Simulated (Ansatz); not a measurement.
# CH3Se−: one structure at several levels

How do the functionals fare away from a minimum? The structure is a structure displaced at random from a GFN2-xTB minimum.

Computed with Ansatz 0.2.0, Gaussian basis. Level: single points in def2-TZVPPD.

Cores are frozen in the correlated methods. Filled d shells of the heavier atoms are correlated.

### Step 1. Where the work starts

SMILES `C[Se-]`, 5 atoms, charge -1, spin multiplicity 1.

Atoms are counted from 1 here; the program's logs count them from 0.

Bond lengths: C1–Se2 1.883 Å, C1–H3 1.062 Å, C1–H4 1.100 Å, C1–H5 1.056 Å. Angles: Se2–C1–H3 109.4°, Se2–C1–H4 108.3°, Se2–C1–H5 110.1°, H3–C1–H4 108.2°, H3–C1–H5 111.9°, H4–C1–H5 108.8°.

Geometry (Å):

```xyz
5

C    -0.1117   -0.1071    0.0528
Se    1.1587    1.0279   -0.7498
H     0.1979   -1.1169   -0.0572
H    -0.1528    0.1245    1.1271
H    -1.0658    0.0609   -0.3682
```

### Step 2. CCSD(T)/def2-TZVPPD

run/in.yaml reads:

```yaml
crystal:
  periodic: [false, false, false]
  atoms:
    - {symbol: C, position_ang: [-0.111700, -0.107100, 0.052800]}
    - {symbol: Se, position_ang: [1.158700, 1.027900, -0.749800]}
    - {symbol: H, position_ang: [0.197900, -1.116900, -0.057200]}
    - {symbol: H, position_ang: [-0.152800, 0.124500, 1.127100]}
    - {symbol: H, position_ang: [-1.065800, 0.060900, -0.368200]}
basis:
  gaussian: {orbitals: "def2-TZVPPD.json"}
total_charge: -1
correlation: {method: ccsd_t}
output: {forces: true}
```

The basis file named in the input lies beside it (Basis Set Exchange, JSON).

The command line of these runs was not kept.

### Step 3. PBE0-D4/def2-TZVPPD

run/in.yaml, as its differences from that of step 2:

```diff
@@ -11,3 +11,3 @@
 total_charge: -1
-correlation: {method: ccsd_t}
-output: {forces: true}
+hamiltonian: {xc: pbe0, dispersion: d4}
+output: {forces: true, orbitals: {seedname: orbitals}}
```

### Step 4. wB97M-V/def2-TZVPPD

run/in.yaml, as its differences from that of step 3:

```diff
@@ -11,3 +11,3 @@
 total_charge: -1
-hamiltonian: {xc: pbe0, dispersion: d4}
-output: {forces: true, orbitals: {seedname: orbitals}}
+hamiltonian: {xc: {name: wB97M-V}}
+output: {forces: true}
```

### Step 5. r2SCAN-D4/def2-TZVPPD

run/in.yaml, as its differences from that of step 4:

```diff
@@ -11,3 +11,3 @@
 total_charge: -1
-hamiltonian: {xc: {name: wB97M-V}}
+hamiltonian: {xc: r2scan, dispersion: d4}
 output: {forces: true}
```

### Step 6. PBE-D4/def2-TZVPPD

run/in.yaml, as its differences from that of step 5:

```diff
@@ -11,3 +11,3 @@
 total_charge: -1
-hamiltonian: {xc: r2scan, dispersion: d4}
+hamiltonian: {xc: pbe, dispersion: d4}
 output: {forces: true}
```

### Step 7. wB97X-V/def2-TZVPPD

run/in.yaml, as its differences from that of step 6:

```diff
@@ -11,3 +11,3 @@
 total_charge: -1
-hamiltonian: {xc: pbe, dispersion: d4}
+hamiltonian: {xc: {name: wB97X-V}}
 output: {forces: true}
```

### Step 8. B97M-V/def2-TZVPPD

run/in.yaml, as its differences from that of step 7:

```diff
@@ -11,3 +11,3 @@
 total_charge: -1
-hamiltonian: {xc: {name: wB97X-V}}
+hamiltonian: {xc: {name: B97M-V}}
 output: {forces: true}
```

(Steps that only read results are left out.)

What does the calculation give? Wanted: RMS force component; RMS force error; HOMO and LUMO, PBE0-D4; T1 diagnostic.

As calculated:

| quantity | value |
| --- | --- |
| RMS force component | 0.771 to 0.905 eV/Å over the methods |
| RMS force error | PBE0-D4 0.071, wB97M-V 0.052, r2SCAN-D4 0.028, PBE-D4 0.114, wB97X-V 0.074, B97M-V 0.109 eV/Å |
| HOMO and LUMO, PBE0-D4 | 0.27 and 3.95 eV |
| T1 diagnostic | 0.008 |

On forces the order runs from r2SCAN-D4 to PBE-D4. Frozen-core CCSD(T) forces in triple zeta carry basis errors of their own, and this is one geometry, so small gaps rank nothing.
